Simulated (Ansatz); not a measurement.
The system is Ag3Au.

```
Au Ag
1.0
    -2.05950    2.05950    4.09760
     2.05950   -2.05950    4.09760
     2.05950    2.05950   -4.09760
Au Ag
1 3
Direct
  0.00000 0.00000 0.00000
  0.50000 0.50000 0.00000
  0.25000 0.75000 0.50000
  0.75000 0.25000 0.50000
```

The cell comes from a database or a generator and needn't be the stable form of this composition.

* Program: Ansatz 0.2.0
* Task: single point
* Functional: PBEsol
* Potentials or basis: all-electron LAPW, scalar-relativistic
* Cutoff: 241 eV (chosen from the basis error)
* Basis error allowed: 0.001 eV/atom
* k mesh: 9 × 9 × 9
* Occupations: fermi-dirac, width 0.05 eV
* Spin: no spin polarisation

On this cell: pressure -4.7 GPa; largest force under 0.003 eV/Å; band gap on the k mesh none (metal or under the smearing width).

The same run follows on a disturbed copy (atoms moved at random, drawn with an rms of 0.05 Å):

```xyz
4
Lattice="-2.0595 2.0595 4.0976 2.0595 -2.0595 4.0976 2.0595 2.0595 -4.0976" Properties=species:S:1:pos:R:3 pbc="T T T"
Au    0.0178    0.0447    0.0184
Ag    0.0225    0.0272    4.1466
Ag    2.0097   -0.0148    2.0587
Ag    0.0280    2.0932    2.0120
```

Problem. What does the disturbed cell give?

Solution. The energy (extrapolated to zero smearing) moves by +8.4 meV/atom; pressure -4.3 GPa; largest force 0.432 eV/Å; band gap on the k mesh none (metal or under the smearing width).

Forces on the atoms (eV/Å):
```
Au  -0.067 -0.127 -0.194
Ag  -0.068 -0.009 -0.291
Ag   0.332  0.238  0.140
Ag  -0.197 -0.102  0.346
```

Stress tensor (GPa, compression positive):
```
-4.30  0.10  0.10
 0.10 -4.28  0.04
 0.10  0.04 -4.39
```
